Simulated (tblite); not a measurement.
# C4H12OSeSi2: the cost of one run

Programs: tblite 0.8.0 and PySCF 2.14.0, with density-fitted response routines of our own. Each step states its level of theory. These are calculated values for one molecule in the gas phase, unless marked as measured. Atoms are numbered from 0 throughout.

## (1) Starting geometry

20 atoms, charge 0, multiplicity 1; geometry from: force field or distance geometry start.

Bonds of the start (Å): C0–C1 1.35, C1–O2 1.37, O2–C3 1.41, C1–C4 1.46, C4–Si5 1.88, C4–Si6 1.85, C4–Se7 1.93, C0–H8 1.09, C0–H9 1.07, C3–H10 1.11, C3–H11 1.10, C3–H12 1.11, Si5–H13 1.48, Si5–H14 1.47, Si5–H15 1.45, Si6–H16 1.47, Si6–H17 1.49, Si6–H18 1.47, Se7–H19 1.52.

## (2) Optimising the geometry with GFN2-xTB

The job: settings as JSON, then the geometry in Å.

```
{"job": {"kind": "relax", "xc": "GFN2-xTB", "basis": "xTB"}, "charge": 0, "multiplicity": 1}
C      0.910600    -1.759300     0.734700
C      0.556700    -0.476600     0.486200
O      1.537900     0.468100     0.664600
C      2.614700     0.657300    -0.233500
C     -0.830500    -0.240600     0.084000
Si    -1.533300     0.903300     1.400100
Si    -1.036000     0.576600    -1.564200
Se    -1.911600    -1.842700     0.118300
H      0.193600    -2.570500     0.627000
H      1.910600    -1.991700     1.051800
H      3.270200     1.485600     0.114400
H      2.244700     0.966300    -1.224800
H      3.265200    -0.239100    -0.272700
H     -0.659800     2.101000     1.358300
H     -1.393300     0.179700     2.670800
H     -2.911000     1.181900     1.031800
H      0.004200     1.587300    -1.826300
H     -2.315600     1.331300    -1.550700
H     -1.076900    -0.473000    -2.597300
H     -2.845400    -1.834300    -1.075600
```

Launch:

```console
> OMP_NUM_THREADS=1 python probes_run.py task.json out
```

One launch serves the whole session: the jobs run in the order shown.

Q: Estimate the wall time of this first job on 1 thread of Arm Neoverse V1, shared host.

About 2.1 s.
